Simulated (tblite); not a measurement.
# C5H11NO2Si: the cost of one run

Computed with tblite 0.8.0 and PySCF 2.14.0, with density-fitted response routines of our own, on a single molecule in the gas phase. Atoms count from 0, in the outputs and in this text.

## (1) The molecule as given

20 atoms, charge 0, multiplicity 1; geometry from: force field or distance geometry start.

Bonds of the start (Å): C0–C1 1.52, C1–C2 1.50, C1–C3 1.48, C3–N4 1.26, C1–Si5 1.84, Si5–O6 1.73, O6–C7 1.39, C7–O8 1.26, C0–H9 1.10, C0–H10 1.12, C0–H11 1.09, C2–H12 1.13, C2–H13 1.10, C2–H14 1.10, C3–H15 1.09, N4–H16 1.04, Si5–H17 1.48, Si5–H18 1.49, C7–H19 1.07.

## (2) Relaxing the molecule with GFN2-xTB

What the job is given:

```
{"job": {"kind": "relax", "xc": "GFN2-xTB", "basis": "xTB"}, "charge": 0, "multiplicity": 1}
C     -1.953900     0.015100     0.863300
C     -0.704600    -0.062000    -0.001300
C     -0.919500    -1.150400    -1.010900
C     -0.624000     1.219100    -0.728000
N      0.490600     1.794500    -0.815700
Si     0.722000    -0.483000     1.077500
O      2.091000     0.560300     0.952900
C      3.107900     0.192200     0.084400
O      3.075500    -0.859400    -0.617600
H     -2.813200     0.089200     0.181400
H     -1.845900     0.924200     1.502400
H     -2.019900    -0.903800     1.450900
H     -1.551800    -0.713100    -1.841000
H     -1.540400    -1.940400    -0.553200
H      0.037200    -1.537500    -1.396700
H     -1.511600     1.674200    -1.164000
H      0.520300     2.693300    -1.334500
H      0.252700    -0.467700     2.478600
H      1.217700    -1.867500     0.866700
H      3.964700     0.833300     0.001800
```

Started as:

```sh
$ OMP_NUM_THREADS=1 python probes_run.py task.json out
```

One launch serves the whole session: the jobs run in the order shown.

**Question.** How long does this first job take on 1 thread of Arm Neoverse V1, shared host, and how much memory does it need?

About 1.4 s, with a peak of 0.18 GiB.
